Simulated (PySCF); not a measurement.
# Nb⁺: dipole response in aug-cc-pV5Z-PP with ECP28

How polarisable is Nb⁺ at the levels listed below?

The numbers are computed with PySCF 2.14.0 (unrestricted determinants in a Gaussian basis, no spin-orbit coupling in the energies), except any that are marked as measured or tabulated.

**1. The system**

| Item | Value |
| --- | --- |
| Element | niobium (Z = 41) |
| Basis | aug-cc-pV5Z-PP with ECP28MDF |
| Hamiltonian | a scalar-relativistic core potential |
| State 1 | Nb⁺: [Kr] 4d4, high-spin 5D determinant |
| Methods | UHF |

Outer shells as boxes (Hund's rule):

Nb+ [Kr] 4d4
```
[Kr] core
4d [↑ ][↑ ][↑ ][↑ ][  ]
```

One driver process ran all states and methods and kept the integrals in memory. Each run is shown as a PySCF script that sums up its settings (the driver passes frozen orbitals as a list and adds second-order terms of double hybrids); the logs are those of the runs themselves. The driver starts from symmetry-adapted Hartree-Fock orbitals, holds the occupation by maximum overlap and uses a logarithmic radial grid for functionals, so a plain start would take other cycles.

It was started by

```bash
$ OMP_NUM_THREADS=2 python atomrun2.py TASK.json OUT
```

The integrals over 197 functions and the set-up took 22 s of CPU time.

**2. Nb⁺, at UHF**

Level: UHF.

The input, input.py:

```python
from pyscf import gto, scf, dft, mp, cc
import basis_set_exchange as bse
txt = bse.get_basis("aug-cc-pV5Z-PP", elements=["Nb"], fmt="nwchem", header=False)
cut = txt.index("\nECP")
mol = gto.M(atom="Nb 0 0 0", charge=1, spin=4, symmetry="D2h",
            basis=gto.basis.parse(txt[:cut]),
            ecp={"Nb": gto.basis.parse_ecp(txt[cut:])})
mf = scf.UHF(mol)
mf.irrep_nelec = {'Ag': (2, 1), 'B1g': (1, 0), 'B2g': (1, 0), 'B3g': (1, 0), 'B1u': (1, 1), 'B2u': (1, 1), 'B3u': (1, 1)}
mf.kernel()
```

What it wrote:

```text
damping factor = 0
level_shift factor = 0
DIIS = <class 'pyscf.scf.diis.CDIIS'>
diis_start_cycle = 1
diis_space = 10
diis_damp = 0
SCF conv_tol = 1e-09
SCF conv_tol_grad = None
number electrons alpha = 8  beta = 4
cycle= 1 E= -55.9297264980473  delta_E= -0.00439  |g|= 0.0249  |ddm|= 0.0379
cycle= 2 E= -55.9299500461402  delta_E= -0.000224  |g|= 0.00656  |ddm|= 0.0105
cycle= 3 E= -55.9299746675194  delta_E= -2.46e-05  |g|= 0.00112  |ddm|= 0.00638
cycle= 4 E= -55.9299804278182  delta_E= -5.76e-06  |g|= 0.00103  |ddm|= 0.00388
cycle= 5 E= -55.9299870975701  delta_E= -6.67e-06  |g|= 0.000973  |ddm|= 0.00478
cycle= 6 E= -55.930026870708  delta_E= -3.98e-05  |g|= 0.000566  |ddm|= 0.0379
cycle= 7 E= -55.93004284594  delta_E= -1.6e-05  |g|= 0.000267  |ddm|= 0.0341
cycle= 8 E= -55.9300438806735  delta_E= -1.03e-06  |g|= 8.62e-05  |ddm|= 0.00747
cycle= 9 E= -55.9300440488938  delta_E= -1.68e-07  |g|= 6.71e-05  |ddm|= 0.00458
cycle= 10 E= -55.9300440527109  delta_E= -3.82e-09  |g|= 3.71e-06  |ddm|= 0.000117
cycle= 11 E= -55.9300440527249  delta_E= -1.4e-11  |g|= 1.09e-06  |ddm|= 1.31e-05
converged SCF energy = -55.9300440527249  <S^2> = 6.0043948  2S+1 = 5.0017576
```

It took 2.5 min on 2 threads of Neoverse-V2, shared host, the integrals not counted.

The occupied shells:

```csv
shell,electrons,mean orbital energy (eV),spread (eV),rms radius (bohr)
4s α,1,-80.827,0,1.25
4s β,1,-76.321,0,1.25
4p α,3,-52.712,0.742,1.41
4p β,3,-46.465,1.237,1.41
4d α,4,-14.565,1.176,2.20
```

⟨S²⟩ = 6.004, ⟨L²⟩ = 6.07.

The driver then solved the coupled dipole response at imaginary frequencies: mean α = 23.30 bohr³ (xx, yy, zz: 20.47, 20.47, 28.96), C₆ = 148.2 au for a like pair.

Energies and moments cover only the electrons outside the core potential.

Radial density 4πr²ρ of Nb⁺ at UHF, the electrons outside the core potential:

```csv
r (bohr),density,spin density
0.0280,1.23e-05,0.000
0.0472,2.83e-05,0.000
0.0793,8.35e-05,0.000
0.133,0.000446,0.000
0.224,0.00498,0.001
0.377,0.114,0.018
0.635,2.53,0.240
1.07,9.75,1.498
1.80,4.77,2.074
3.02,0.742,0.659
5.08,0.0418,0.042
8.55,0.000176,0.000
```

**3. The response side by side**

Nb⁺, in atomic units:

```csv
method,mean α,C₆ (like pair),S(−4)
UHF,23.30,148.2,402.4
```

α(iu) at UHF:

```csv
u (hartree),α(iu) (bohr³)
0,23.30
0.0500,22.36
0.100,20.18
0.200,15.66
0.300,12.48
0.500,8.698
0.750,6.097
1.00,4.542
1.50,2.801
2.00,1.885
3.00,1.001
5.00,0.4090
```

**4. Outcome**

| quantity | value |
| --- | --- |
| α of Nb⁺ | 23.30 (UHF) bohr³ |

**Reading.** A single London oscillator with the computed α and C₆ of Nb⁺ at UHF would have ω = 4 C₆ / (3 α²) = 0.364 hartree. The basis is finite, and no extrapolation was made.
